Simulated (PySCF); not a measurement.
# One shape, several levels: CH6FGeN (SMILES C[NH][GeH2][F])

Wanted: a comparison of 6 runs (HF/STO-3G, B3LYP/6-31G*, PBE0/pcseg-1, PBE0/def2-SVP, CCSD/3-21G) of CH6FGeN. 

The results are computed with PySCF 2.14.0.

**1. The molecule**

CH6FGeN: 10 atoms, total charge 0, spin state singlet. SMILES: `C[NH][GeH2][F]`. Geometry: relaxed at PBE0-D4/def2-TZVP. This is one conformer, not always the lowest.

Bond lengths: C1–N2 1.450 Å, N2–Ge3 1.805 Å, Ge3–F4 1.754 Å, C1–H5 1.097 Å, C1–H6 1.094 Å, C1–H7 1.093 Å, N2–H8 1.009 Å, Ge3–H9 1.532 Å, Ge3–H10 1.531 Å. Some angles: C1–N2–Ge3 121.9°, N2–Ge3–F4 111.6°, C1–N2–H8 113.1°, Ge3–N2–H8 115.4°, N2–C1–H5 113.8°, N2–C1–H6 110.4°, N2–C1–H7 109.6°, N2–Ge3–H9 109.0°, N2–Ge3–H10 109.3°, F4–Ge3–H9 104.5°.

**2. Energy and forces at HF/STO-3G (run 1)**

Contents of run.py:

```python
import pyscf.grad
from pyscf import gto, scf

mol = gto.M(
    atom='''
C      0.220909     1.996307    -1.785035
N     -1.161426     0.658192     0.166674
Ge     0.235460    -1.906167     1.931111
F      0.801055    -4.544035     0.005669
H      0.243397     1.020074    -3.612967
H     -0.575044     3.882631    -2.068116
H      2.183012     2.250097    -1.192228
H     -3.015625     0.462983    -0.230358
H      2.859912    -1.101332     2.848762
H     -1.634802    -2.815503     3.942347
''',
    max_memory=1860,
    verbose=3,
    basis='sto-3g',
    unit='bohr',
)

mf = scf.RHF(mol)
mf.conv_tol = 1e-10
mf.kernel()
if not mf.converged:
    mf = mf.newton().run(mf.mo_coeff, mf.mo_occ)

energy = mf.e_tot
print('E = %.10f Eh' % energy)
grad = mf.Gradients().kernel()
mf.analyze()
```

Command:

```sh
OMP_NUM_THREADS=1 python run.py
```

Output:

```text
converged SCF energy = -2244.45242012082
E = -2244.4524201208 Eh
--------------- RHF gradients ---------------
         x                y                z
0 C    -0.0061226240    -0.0090166176     0.0093249787
1 N    -0.0171730048     0.0334744230    -0.0350147978
2 Ge    -0.0070159688     0.0114798476     0.0005435712
3 F     0.0074377883    -0.0270307808    -0.0157807570
4 H    -0.0000700882    -0.0019184339    -0.0001271376
5 H    -0.0004763364     0.0019226850     0.0025731523
6 H     0.0023812900     0.0004955583     0.0012952884
7 H     0.0109169791    -0.0027931792     0.0076573884
8 H     0.0347072341     0.0081459183     0.0071702232
9 H    -0.0245852692    -0.0147594207     0.0223580903
----------------------------------------------
**** MO energy ****
MO #1   energy= -400.595810344423  occ= 2
MO #2   energy= -50.4377124635729  occ= 2
MO #3   energy= -45.5019495886133  occ= 2
MO #4   energy= -45.5014970700922  occ= 2
MO #5   energy= -45.5013771879414  occ= 2
MO #6   energy= -25.7990826279607  occ= 2
MO #7   energy= -15.252169865593   occ= 2
MO #8   energy= -11.0682268653901  occ= 2
MO #9   energy= -6.52028581332553  occ= 2
MO #10  energy= -4.56190584191668  occ= 2
MO #11  energy= -4.56130970768045  occ= 2
MO #12  energy= -4.561198924085    occ= 2
MO #13  energy= -1.39542118691949  occ= 2
MO #14  energy= -1.0967675322355   occ= 2
MO #15  energy= -0.853617019633056 occ= 2
MO #16  energy= -0.704844681191136 occ= 2
MO #17  energy= -0.70381761566416  occ= 2
MO #18  energy= -0.701430974596657 occ= 2
MO #19  energy= -0.70027210709163  occ= 2
MO #20  energy= -0.69880299538716  occ= 2
MO #21  energy= -0.65425734729639  occ= 2
MO #22  energy= -0.577095677576932 occ= 2
MO #23  energy= -0.551395048553848 occ= 2
MO #24  energy= -0.509263901558508 occ= 2
MO #25  energy= -0.467377962112663 occ= 2
MO #26  energy= -0.450223533153625 occ= 2
MO #27  energy= -0.425392955336673 occ= 2
MO #28  energy= -0.37724410062337  occ= 2
MO #29  energy= -0.376454690273736 occ= 2
MO #30  energy= -0.285939156207406 occ= 2
MO #31  energy= 0.447020166877088  occ= 0
MO #32  energy= 0.459099321209964  occ= 0
MO #33  energy= 0.488504443796109  occ= 0
MO #34  energy= 0.543890961845463  occ= 0
MO #35  energy= 0.655226235195469  occ= 0
MO #36  energy= 0.70586099812542   occ= 0
MO #37  energy= 0.729739681647871  occ= 0
MO #38  energy= 0.765950871157789  occ= 0
MO #39  energy= 0.804432197236018  occ= 0
 ** Mulliken atomic charges  **
charge of    0C =     -0.02243
charge of    1N =     -0.38366
charge of    2Ge =      0.74791
charge of    3F =     -0.27319
charge of    4H =      0.01727
charge of    5H =      0.02954
charge of    6H =      0.02994
charge of    7H =      0.10092
charge of    8H =     -0.12437
charge of    9H =     -0.12194
Dipole moment(X, Y, Z, Debye): -0.39759,  0.54937,  0.39957
```

It took 6.3 s on 1 thread of Intel Xeon at 2.50GHz (Skylake/Cascade Lake), shared host; peak memory 0.12 GiB.

**3. Energy and forces at B3LYP/6-31G(d) (spherical functions) (run 2)**

Contents of run.py:

```python
from pyscf import gto, dft

mol = gto.M(
    atom='''
C      0.116900     1.056400    -0.944600
N     -0.614600     0.348300     0.088200
Ge     0.124600    -1.008700     1.021900
F      0.423900    -2.404600     0.003000
H      0.128800     0.539800    -1.911900
H     -0.304300     2.054600    -1.094400
H      1.155200     1.190700    -0.630900
H     -1.595800     0.245000    -0.121900
H      1.513400    -0.582800     1.507500
H     -0.865100    -1.489900     2.086200
''',
    spin=0,
    basis='6-31g*',
    verbose=4,
    max_memory=1860,
)

mf = dft.RKS(mol, xc='b3lyp')
mf.conv_tol = 1e-10
mf.grids.level = 5
mf.kernel()
if not mf.converged:
    mf = mf.newton().run(mf.mo_coeff, mf.mo_occ)

e_final = mf.e_tot
print('E(%s) = %.9f' % ('B3LYP', e_final))
grad = mf.nuc_grad_method().kernel()
dip = mf.dip_moment()
pop, q = mf.mulliken_pop()
```

Command:

```sh
OMP_NUM_THREADS=1 python run.py
```

Output:

```text
PySCF version 2.14.0

[... 80 lines left out ...]
converged SCF energy = -2273.09603475707
[... 13 lines left out ...]
Dipole moment(X, Y, Z, Debye): -0.79583,  1.81632,  0.19546
[... 58 lines left out ...]
pop of  2 Ge 5dz^2        0.08110
pop of  2 Ge 5dxz         0.09987
pop of  2 Ge 5dx2-y2      0.09562
pop of  3 F 1s            1.99721
pop of  3 F 2s            0.92801
pop of  3 F 3s            1.03700
pop of  3 F 2px           1.14486
pop of  3 F 2py           1.05449
pop of  3 F 2pz           1.09563
pop of  3 F 3px           0.74951
pop of  3 F 3py           0.67971
pop of  3 F 3pz           0.71296
pop of  3 F 3dxy          0.00151
pop of  3 F 3dyz          0.00386
pop of  3 F 3dz^2         0.00140
pop of  3 F 3dxz          0.00082
pop of  3 F 3dx2-y2       0.00217
pop of  4 H 1s            0.53197
pop of  4 H 2s            0.31477
pop of  5 H 1s            0.53165
pop of  5 H 2s            0.31712
pop of  6 H 1s            0.53044
pop of  6 H 2s            0.30886
pop of  7 H 1s            0.51045
pop of  7 H 2s            0.16451
pop of  8 H 1s            0.49037
pop of  8 H 2s            0.49245
pop of  9 H 1s            0.49013
pop of  9 H 2s            0.48716
 ** Mulliken atomic charges  **
charge of    0C =     -0.28953
charge of    1N =     -0.58336
charge of    2Ge =      0.45190
charge of    3F =     -0.40914
charge of    4H =      0.15326
charge of    5H =      0.15123
charge of    6H =      0.16070
charge of    7H =      0.32504
charge of    8H =      0.01719
charge of    9H =      0.02272
```

Run time: 69 s. Hardware: 1 thread of Intel Xeon at 2.50GHz (Skylake/Cascade Lake), shared host; peak memory 0.84 GiB.

Runs 3 to 5 aren't shown in full; the table further down has their settings and results.

**4. A single-point energy at CCSD/3-21G (run 6)**

Contents of run.py:

```python
from pyscf import gto, scf, cc

mol = gto.M(
    atom='''
C        0.116900       1.056400      -0.944600
N       -0.614600       0.348300       0.088200
Ge       0.124600      -1.008700       1.021900
F        0.423900      -2.404600       0.003000
H        0.128800       0.539800      -1.911900
H       -0.304300       2.054600      -1.094400
H        1.155200       1.190700      -0.630900
H       -1.595800       0.245000      -0.121900
H        1.513400      -0.582800       1.507500
H       -0.865100      -1.489900       2.086200
''',
    max_memory=1860,
    verbose=3,
    basis='3-21g',
)

myscf = scf.RHF(mol)
myscf.conv_tol = 1e-10
myscf.kernel()
if not myscf.converged:
    myscf = myscf.newton().run(myscf.mo_coeff, myscf.mo_occ)

mycc = cc.CCSD(myscf, frozen=12)
mycc.kernel()
etot = mycc.e_tot
print('Final energy', etot)
myscf.analyze()
```

Command:

```sh
OMP_NUM_THREADS=1 python run.py
```

Output:

```text
converged SCF energy = -2259.58564425235
E(CCSD) = -2259.98888465349  E_corr = -0.4032404011388636
Final energy -2259.9888846534895
**** MO energy ****
MO #1   energy= -402.758382539435  occ= 2
MO #2   energy= -51.9801469852399  occ= 2
MO #3   energy= -45.9924773244075  occ= 2
MO #4   energy= -45.9923529806551  occ= 2
MO #5   energy= -45.9922280912161  occ= 2
MO #6   energy= -26.0848002248278  occ= 2
MO #7   energy= -15.4694576255257  occ= 2
MO #8   energy= -11.2011548597473  occ= 2
MO #9   energy= -7.19455525367993  occ= 2
MO #10  energy= -5.14844602711751  occ= 2
MO #11  energy= -5.14836856443471  occ= 2
MO #12  energy= -5.14759990430023  occ= 2
MO #13  energy= -1.61337555203473  occ= 2
MO #14  energy= -1.59926273560578  occ= 2
MO #15  energy= -1.5969615637528   occ= 2
MO #16  energy= -1.59527262646166  occ= 2
MO #17  energy= -1.594773357428    occ= 2
MO #18  energy= -1.47948732867043  occ= 2
MO #19  energy= -1.16993646389223  occ= 2
MO #20  energy= -0.907564445466122 occ= 2
MO #21  energy= -0.739029346634711 occ= 2
MO #22  energy= -0.647891765450261 occ= 2
MO #23  energy= -0.603242772549294 occ= 2
MO #24  energy= -0.591439788416242 occ= 2
MO #25  energy= -0.580511516082954 occ= 2
MO #26  energy= -0.574029806754516 occ= 2
MO #27  energy= -0.542809335215642 occ= 2
MO #28  energy= -0.482287668035059 occ= 2
MO #29  energy= -0.473416964478015 occ= 2
MO #30  energy= -0.381383676757216 occ= 2
MO #31  energy= 0.183609087221663  occ= 0
MO #32  energy= 0.19236563299288   occ= 0
MO #33  energy= 0.244515910237592  occ= 0
MO #34  energy= 0.253330319247487  occ= 0
MO #35  energy= 0.300701764038502  occ= 0
MO #36  energy= 0.326590994217955  occ= 0
MO #37  energy= 0.353516305248387  occ= 0
MO #38  energy= 0.3624504365616    occ= 0
MO #39  energy= 0.399880679865707  occ= 0
MO #40  energy= 0.412486280327529  occ= 0
MO #41  energy= 0.472264990804898  occ= 0
MO #42  energy= 0.536585036031207  occ= 0
MO #43  energy= 0.581109680531342  occ= 0
MO #44  energy= 0.961262708747718  occ= 0
MO #45  energy= 0.98589289814969   occ= 0
MO #46  energy= 1.04951389006103   occ= 0
MO #47  energy= 1.26693100184736   occ= 0
MO #48  energy= 1.30790421064507   occ= 0
MO #49  energy= 1.31554167774902   occ= 0
MO #50  energy= 1.34643795045141   occ= 0
MO #51  energy= 1.3744298968334    occ= 0
MO #52  energy= 1.37608908428112   occ= 0
MO #53  energy= 1.52106558929121   occ= 0
MO #54  energy= 1.67644004513308   occ= 0
MO #55  energy= 1.73700205027785   occ= 0
MO #56  energy= 1.94866678728497   occ= 0
MO #57  energy= 2.33558694531028   occ= 0
MO #58  energy= 2.37654142816947   occ= 0
MO #59  energy= 2.47092764140065   occ= 0
MO #60  energy= 2.76321231511931   occ= 0
MO #61  energy= 3.74952492142365   occ= 0
 ** Mulliken atomic charges  **
charge of    0C =     -0.12962
charge of    1N =     -0.60276
charge of    2Ge =      1.05105
charge of    3F =     -0.51224
charge of    4H =      0.07553
charge of    5H =      0.09063
charge of    6H =      0.08806
charge of    7H =      0.20232
charge of    8H =     -0.13371
charge of    9H =     -0.12926
Dipole moment(X, Y, Z, Debye): -0.76378,  1.87299,  0.27414
```

It took 7.2 s on 1 thread of Intel Xeon at 2.50GHz (Skylake/Cascade Lake), shared host; peak memory 0.19 GiB.

**5. The series**

```tsv
run	level	integration grid	Cartesian functions	energy (Eh)	dipole moment (D) of the reference	HOMO energy (eV)	LUMO energy (eV)	wall time
1	HF/STO-3G	–	no	-2244.452420	0.79	-7.78	12.16	6.3 s
2	B3LYP/6-31G* (spherical functions)	5	no	-2273.096035	1.99	-6.67	0.77	69 s
3	B3LYP/6-31G* (Cartesian functions)	5	yes	-2273.104986	1.99	-6.68	0.73	78 s
4	PBE0/pcseg-1	5	no	-2272.592166	2.16	-7.18	0.89	1.7 min
5	PBE0/def2-SVP	5	no	-2272.465493	2.08	-7.06	1.14	74 s
6	CCSD/3-21G	–	no	-2259.988885	2.04	-10.38	5.00	7.2 s
```

**6. Results**

```
                                           quantity           value
                                run 6: total energy  -2259.98888 Eh
        run 6: dipole moment (Hartree–Fock density)          2.04 D
         run 6: HOMO energy (Hartree–Fock orbitals)       -10.38 eV
         run 6: LUMO energy (Hartree–Fock orbitals)         5.00 eV
       run 6: HOMO–LUMO gap (Hartree–Fock orbitals)        15.37 eV
run 6: correlation energy (12 core orbitals frozen)      -403.2 mEh
                               run 6: T1 diagnostic           0.011
```

Over runs 1, 2, 3, 4, 5 the dipole moment (its size) runs from 0.79 D (HF/STO-3G) to 2.16 D (PBE0/pcseg-1). The two ends differ in method and basis. Over runs 1, 2, 3, 4, 5 the HOMO–LUMO gap runs from 7.41 eV (B3LYP/6-31G*) to 19.94 eV (HF/STO-3G). Totals of different functionals can't be ranked against each other. In run 1 the basis is minimal, so the values are rough. All runs together took 5.6 min, the longest 1.7 min.
